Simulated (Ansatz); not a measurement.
Task: a single point in a Gaussian basis of C₃H₉AlO, SMILES [CH3][Al]([CH3])[CH2]O, with Ansatz's Python interface. Give the script and its output. Level of theory: B2PLYP, 6-31G* basis, multiplicity 1.

```yaml
atoms:
  - { symbol: C, position_ang: [-1.5375, 1.0175, 0.5233] }
  - { symbol: Al, position_ang: [0.0877, 0.0344, 0.2026] }
  - { symbol: C, position_ang: [1.2327, -0.4330, 1.7250] }
  - { symbol: C, position_ang: [0.6686, -0.5112, -1.6511] }
  - { symbol: O, position_ang: [-0.3512, -0.0723, -2.5885] }
  - { symbol: H, position_ang: [-1.6935, 1.2941, 1.5929] }
  - { symbol: H, position_ang: [-1.5176, 2.0176, -0.0508] }
  - { symbol: H, position_ang: [-2.4140, 0.4802, 0.1579] }
  - { symbol: H, position_ang: [2.1483, -0.9853, 1.4124] }
  - { symbol: H, position_ang: [0.6994, -1.0561, 2.4832] }
  - { symbol: H, position_ang: [1.5972, 0.4942, 2.2616] }
  - { symbol: H, position_ang: [0.7086, -1.6213, -1.6788] }
  - { symbol: H, position_ang: [1.5308, -0.0456, -1.9036] }
  - { symbol: H, position_ang: [-1.1723, -0.6424, -2.4573] }
```

The script, `c3h9alo_energy.py`:
```python
# -*- coding: utf-8 -*-
from pathlib import Path

import ansatz as az

geometry_ang = [
    ("C", (-1.5375, 1.0175, 0.5233)),
    ("Al", (0.0877, 0.0344, 0.2026)),
    ("C", (1.2327, -0.433, 1.725)),
    ("C", (0.6686, -0.5112, -1.6511)),
    ("O", (-0.3512, -0.0723, -2.5885)),
    ("H", (-1.6935, 1.2941, 1.5929)),
    ("H", (-1.5176, 2.0176, -0.0508)),
    ("H", (-2.414, 0.4802, 0.1579)),
    ("H", (2.1483, -0.9853, 1.4124)),
    ("H", (0.6994, -1.0561, 2.4832)),
    ("H", (1.5972, 0.4942, 2.2616)),
    ("H", (0.7086, -1.6213, -1.6788)),
    ("H", (1.5308, -0.0456, -1.9036)),
    ("H", (-1.1723, -0.6424, -2.4573)),
]
molecule = az.Crystal.molecule()
for symbol, xyz in geometry_ang:
    molecule = molecule.atom(symbol, xyz)

job = (
    molecule.calculation()
    .basis(gaussian="6-31G*")
    .functional(az.LibraryFunctional("B2PLYP"))
    .orbitals()
)
res = job.run(runs_dir="out")
rep = res.report

print(f"E = {rep['free_energy_ev']:.6f} eV = {rep['free_energy_ev'] / 27.211386246:.7f} Ha")
print("converged:", rep["converged"], " doubts:", rep["published_state_doubts"] or "none")

state = rep["mean_field"]["state"]
print(f"mean field: {state['energy']['hartree']:.7f} Ha, <S^2> = {abs(state['spin_squared']):.4f}, stability: {state.get('stability', {}).get('kind')}")

lines = Path(rep["orbitals_path"]).read_text().splitlines()
field_of = lambda key: [line.split("=")[1].strip() for line in lines if line.startswith(key)]
orbitals = [(27.211386 * float(e), s, float(n)) for e, s, n in zip(field_of("Ene="), field_of("Spin="), field_of("Occup="))]
homo = max(e for e, _, n in orbitals if n > 0.5)
lumo = min(e for e, _, n in orbitals if n < 0.5)
for e, spin, n in sorted(orbitals):
    if homo - 15 < e < lumo + 5:
        print(f"{spin:6s} {e:10.3f} eV  occupation {n:.0f}")
```

`python c3h9alo_energy.py` gives:
```text
E = -11890.851161 eV = -436.9807202 Ha
converged: True  doubts: none
mean field: -436.7725716 Ha, <S^2> = 0.0000, stability: minimum
Alpha     -20.964 eV  occupation 2
Alpha     -20.607 eV  occupation 2
Alpha     -20.381 eV  occupation 2
Alpha     -15.003 eV  occupation 2
Alpha     -13.303 eV  occupation 2
Alpha     -12.601 eV  occupation 2
Alpha     -12.301 eV  occupation 2
Alpha     -12.053 eV  occupation 2
Alpha     -11.840 eV  occupation 2
Alpha     -11.715 eV  occupation 2
Alpha     -10.938 eV  occupation 2
Alpha     -10.134 eV  occupation 2
Alpha      -8.671 eV  occupation 2
Alpha      -7.259 eV  occupation 2
Alpha       0.507 eV  occupation 0
Alpha       1.773 eV  occupation 0
Alpha       2.503 eV  occupation 0
Alpha       3.258 eV  occupation 0
Alpha       4.661 eV  occupation 0
Alpha       5.320 eV  occupation 0
```

Caveats:
- Total energies depend on the basis set; only differences at equal settings carry meaning.
- The geometry is a force-field or estimated start, not a minimum of this method, and the basis set is short of its limit.
- Alpha marks a spatial orbital of a restricted run, filled by both spins.
- Levels such as HOMO and LUMO are orbital energies: with these approximate functionals they aren't the ionisation energy and electron affinity, and their gap isn't the fundamental gap.
- For a double hybrid the total adds scaled second-order correlation to the self-consistent reference.
- Wall time of the script: 5.9 s on 1 thread of Arm Neoverse V1, with other jobs on the host, peak memory 0.24 GiB.
